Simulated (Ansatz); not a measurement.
# CsGeBr3 (Pm-3m): equation of state with a fit, by script

The task is an equation of state with a fit, for CsGeBr3 (Pm-3m).

All numbers are computed with Ansatz 0.2.0 through its Python package. Level of theory: DFT r2SCAN, plane waves, norm-conserving potentials.

**1. The system**

Symmetry: Pm-3m, No. 221, cubic system. Conventional cell: a = 5.533 Å, b = 5.533 Å, c = 5.533 Å, α = 90.00°, β = 90.00°, γ = 90.00°. Cs (site symmetry m-3m) is surrounded by 12 Br at 3.91 Å. Ge (site symmetry m-3m) has 6 Br at 2.77 Å as nearest neighbours. Br (site symmetry 4/mmm) has 2 Ge at 2.77 Å and 4 Cs at 3.91 Å as nearest neighbours.

The script holds or builds the structure itself.

**2. Script**

csgebr3_eos.py reads:

```python
'''Equation of state of CsGeBr3.'''

import ansatz
from ase.eos import EquationOfState
from ase.units import GPa
import numpy as np

VECTORS = np.array([
    [5.53333, 0.0, 0.0],
    [0.0, 5.53333, 0.0],
    [0.0, 0.0, 5.53333],
])
SITES = [
    ('Cs', (0.0, 0.0, 0.0)),
    ('Ge', (0.5, 0.5, 0.5)),
    ('Br', (0.5, 0.5, 0.0)),
    ('Br', (0.5, 0.0, 0.5)),
    ('Br', (0.0, 0.5, 0.5)),
]


def make_crystal(cell):
    crystal = ansatz.Crystal(lattice=ansatz.Lattice.of(cell))
    for symbol, position in SITES:
        crystal = crystal.atom(symbol, position)
    return crystal


def main() -> None:
    # uniform scaling of the cell
    volumes, energies = [], []
    for scale in np.linspace(0.9, 1.1, 9):
        cell = VECTORS * scale ** (1 / 3)
        setup = (
            make_crystal(cell).calculation()
            .functional('r2scan')
            .pseudopotentials('nc')
            .occupations(ansatz.OccupationsMethod.FIXED)
            .scf(tolerance=1e-09, max_iterations=200)
            .kpoints(3, 3, 3)
        )
        r = setup.run().report
        volumes.append(abs(np.linalg.det(cell)) / len(SITES))
        energies.append(r['free_energy_ev'] / len(SITES))
        print(f'V = {volumes[-1]:8.4f} A^3/atom  F = {energies[-1]:.5f} eV/atom')

    eos = EquationOfState(volumes, energies, eos='sj')
    v0, e0, bulk = eos.fit()
    print(f'V0 = {v0:.4f} A^3/atom, E0 = {e0:.5f} eV/atom, B = {bulk / GPa:.1f} GPa')
    eos.plot('eos.png')


if __name__ == '__main__':
    main()
```

**3. Running it**

Command:

```bash
$ python csgebr3_eos.py
```

**Question.** Where does the minimum lie against the volume typed, and how stiff is the crystal?

**Answer**, as computed:

```
                      quantity           value
                 runs compared               9
               range of energy  31.61 meV/atom
lowest point, volume (Å³/atom)          33.037
      equilibrium volume (fit)   33.36 Å³/atom
            bulk modulus (fit)          28 GPa
```

In words: A third-order Birch-Murnaghan fit through the 9 points (the script's own form differs a little) has its minimum at 33.36 Å³ an atom, 1.6 % below the typed cell, with a bulk modulus of 28 GPa and dB/dP = 5.0. From that minimum the energy rises by 25.5 meV an atom on the compressed side and 31.9 meV on the expanded side. Such functionals run on norm-conserving files made under PBE, which can move pressures by some GPa. This cell is a computed structure, which may not be the phase found in nature.
